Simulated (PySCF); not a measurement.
**MgBr−: bond curves at several levels of theory**

The task here is to estimate one member of a computed series from the others.

Method: Mg aug-pcseg-1, Br aug-pcseg-1, no relativity; program: PySCF 2.14.0.

1 further run of the same task is left out (set aside as unsound or not needed).

The first run:

A driver script around PySCF takes these settings:

```yaml
atoms: Mg, Br
charge: -1
basis: Mg aug-pcseg-1, Br aug-pcseg-1
Hamiltonian: no relativity
basis_functions: 50
electrons_treated: 48
masses_in_u: 23.9850, 78.9183
levels: PBE0, PBE, r²SCAN, r²SCAN0, PW91, BP86, HF, MP2, SCS-MP2, CCSD, CCSD(T)
grid: 80 radial by 434 angular points
occupations: held fixed by the projection of orbital angular momentum
dissociation_limit: Mg + Br−, each in its ground configuration
starting_distance_in_angstrom: 2.570
values_of_2S_to_try: 0, 2
```

Started as:

```bash
> OMP_NUM_THREADS=1 python dia.py task.json out
```

Among the steps run: Set-up; First curve: PBE0; PBE; r²SCAN; r²SCAN0; PW91 (GGA); BP86 (GGA); RHF (mean field); Adding correlation.

One of the session's tables, all rows but one given; the rest of the session is left out.

```
      level  Re (Å)  ωe (cm⁻¹)  De (eV)
        RHF   2.697      195.0     0.77
    RHF-MP2   2.693      200.1     0.85
RHF-SCS-MP2   2.704      195.3     0.80
   RHF-CCSD   2.711      192.5     0.74
RHF-CCSD(T)       ?          ?        ?
        PBE   2.700      197.8     0.92
       PW91   2.697      198.3     0.93
       BP86   2.709      194.4     0.86
     r²SCAN   2.655      213.0     1.01
       PBE0   2.677      204.0     0.94
    r²SCAN0   2.652      212.6     0.98
```

**Question.** Estimate the row for RHF-CCSD(T).

**Answer.** Re (Å): 2.709; ωe (cm⁻¹): 193.7; De (eV): 0.76.

De is counted to Mg + Br− in their ground configurations.
